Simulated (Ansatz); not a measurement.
# FGaGeH5N: how energies converge with the basis set

The task here is to estimate one member of a computed series from the others.

Computed with Ansatz 0.2.0, Gaussian basis. Level: one geometry, several basis sets.

The runs, in order: PBE0-D4/def2-SVP; ωB97M-V/def2-SVP; PBE0-D4/def2-QZVPP; ωB97M-V/def2-QZVPP; the functionals' def2-TZVPP values are taken from earlier runs.

### The geometry

The geometry comes from an earlier relaxation with PBE0-D4 in a triple-zeta def2 set; it is a stationary point, not always the lowest conformer.

9 atoms, charge 0, spin multiplicity 1.

Atoms are counted from 1 here; the program's logs count them from 0.

Bond lengths: N1–Ga2 1.805 Å, N1–H5 1.005 Å, N1–H6 1.006 Å, Ga2–F3 1.765 Å, Ga2–Ge4 2.417 Å, Ge4–H7 1.536 Å, Ge4–H8 1.536 Å, Ge4–H9 1.537 Å. Angles: Ga2–N1–H5 124.6°, Ga2–N1–H6 122.7°, H5–N1–H6 112.7°, N1–Ga2–F3 111.2°, N1–Ga2–Ge4 130.0°, F3–Ga2–Ge4 118.7°, Ga2–Ge4–H7 110.2°, Ga2–Ge4–H8 110.2°, Ga2–Ge4–H9 110.7°, H7–Ge4–H8 108.6°, H7–Ge4–H9 108.6°, H8–Ge4–H9 108.6°.

The first run:

in.yaml reads:

```yaml
crystal:
  periodic: [false, false, false]
  atoms:
    - {symbol: N, position_ang: [0.548807, 1.933127, -0.617231]}
    - {symbol: Ga, position_ang: [0.714576, 0.162071, -0.312195]}
    - {symbol: F, position_ang: [2.302922, -0.426286, -0.809840]}
    - {symbol: Ge, position_ang: [-0.862881, -1.407380, 0.631595]}
    - {symbol: H, position_ang: [-0.272467, 2.473160, -0.408287]}
    - {symbol: H, position_ang: [1.286264, 2.486911, -1.019734]}
    - {symbol: H, position_ang: [-1.177334, -2.516450, -0.383270]}
    - {symbol: H, position_ang: [-0.276519, -2.052436, 1.896040]}
    - {symbol: H, position_ang: [-2.174970, -0.699017, 1.005821]}
basis:
  gaussian: {orbitals: def2-SVP}
hamiltonian: {xc: pbe0, dispersion: d4}
output: {orbitals: {seedname: orbitals}}
```

Command:

```console
> ansatz run in.yaml --threads 4 --pin off --events-out ev --progress --plain --max-ram 10444MiB
```

Among the steps run: PBE0-D4 in def2-SVP; ωB97M-V in def2-SVP; PBE0-D4 in def2-QZVPP; ωB97M-V in def2-QZVPP.

One of the session's tables, all rows but one given; the rest of the session is left out.

It belongs to the step «Density functionals: the series». 

```
functional       basis  HOMO (eV)
   PBE0-D4    def2-SVP      -7.50
   PBE0-D4  def2-TZVPP      -7.67
   PBE0-D4  def2-QZVPP      -7.71
   ωB97M-V    def2-SVP          ?
   ωB97M-V  def2-TZVPP     -10.06
   ωB97M-V  def2-QZVPP     -10.11
```

Estimate the missing values for ωB97M-V, def2-SVP.

**Answer.** HOMO (eV): -9.87. In the column «HOMO (eV)» it lies between ωB97M-V, def2-TZVPP (-10.06) and PBE0-D4, def2-QZVPP (-7.71).
